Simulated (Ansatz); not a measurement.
# CuO (Tenorite): the cost of one run

Program: Ansatz 0.2.0. Level of theory: DFT PBEsol, scalar-relativistic, plane waves, PAW. These are calculated values, not measurements.

That is the level of the relaxation; later steps name their own.

1 further run of the same task is left out (set aside as unsound or not needed).

### 1 The system as given

It takes space group Cccm (No. 66, orthorhombic). Conventional cell: a = 4.085 Å, b = 4.101 Å, c = 5.092 Å, α = 90.00°, β = 90.00°, γ = 90.00°. Cu (site symmetry 2/m) has 4 O at 1.93 Å as nearest neighbours. O (site symmetry 222) has 4 Cu at 1.93 Å as nearest neighbours.

As a file:

```cif
data_structure
_symmetry_space_group_name_H-M 'P 1'
_symmetry_Int_Tables_number 1
_cell_length_a 2.8941
_cell_length_b 2.8941
_cell_length_c 5.0920
_cell_angle_alpha 90.008
_cell_angle_beta 90.008
_cell_angle_gamma 89.768
_cell_volume 42.65
loop_
_atom_site_label
_atom_site_type_symbol
_atom_site_fract_x
_atom_site_fract_y
_atom_site_fract_z
_atom_site_occupancy
Cu1 Cu 0.00000 0.50000 0.00000 1
Cu2 Cu 0.50000 0.00000 0.50000 1
O1 O 0.50004 0.49996 0.25000 1
O2 O 0.49996 0.50004 0.75000 1
```

This cell was relaxed beforehand with the same method: volume 10.66 Å³/atom, gap on the mesh none (metal).

### 2 The run at PBEsol on the hybrid's mesh

input.yaml

```yaml
crystal:
  lattice:
    - [2.0443624084, -2.0423065835, 0.1596126006]
    - [2.0443624084, 2.0423065835, 0.1596126006]
    - [-0.3973202511, 0.0, 5.0764976935]
  atoms:
    - { symbol: Cu, position: [0.0, 0.5, 0.0] }
    - { symbol: Cu, position: [0.5, 0.0, 0.5] }
    - { symbol: O, position: [0.5000411508, 0.4999588492, 0.25] }
    - { symbol: O, position: [0.4999588492, 0.5000411508, 0.75] }
basis:
  ecutwfc: 420
kpoints:
  mp_grid: { grid: [6, 6, 4] }
  band_path:
    path:
      - [0.0, 0.0, 0.0]
      - [-0.4979858287, 0.4979858287, 0.0]
      - [-0.5020141713, -0.4979858287, 0.0]
      - [-0.5, -0.5, 0.0]
      - [-0.5, -0.5, 0.5]
      - [-0.5020523052, -0.4979476948, 0.5]
      - [-0.4979476948, 0.4979476948, 0.5]
      - [0.0, 0.0, 0.5]
      - [-0.5, 0.0, 0.5]
      - [-0.5, 0.0, 0.0]
    npoints: 1
hamiltonian:
  xc: pbesol
scf:
  occupations: { method: gaussian, width: 0.1 }
  n_extra_bands: 5
output:
  forces: true
  stress: true
  eigenvalues: true
```

Command:

```console
$ ansatz run input.yaml --threads 4 --pin off --max-ram 10240MiB --backend cpu --events-out ev --progress --plain --runs-dir out
```

**Question.** How long does this run take on 4 threads of Arm Neoverse V2, shared host, and how much memory does it need?

About 1.2 s, with a peak of 0.36 GiB.
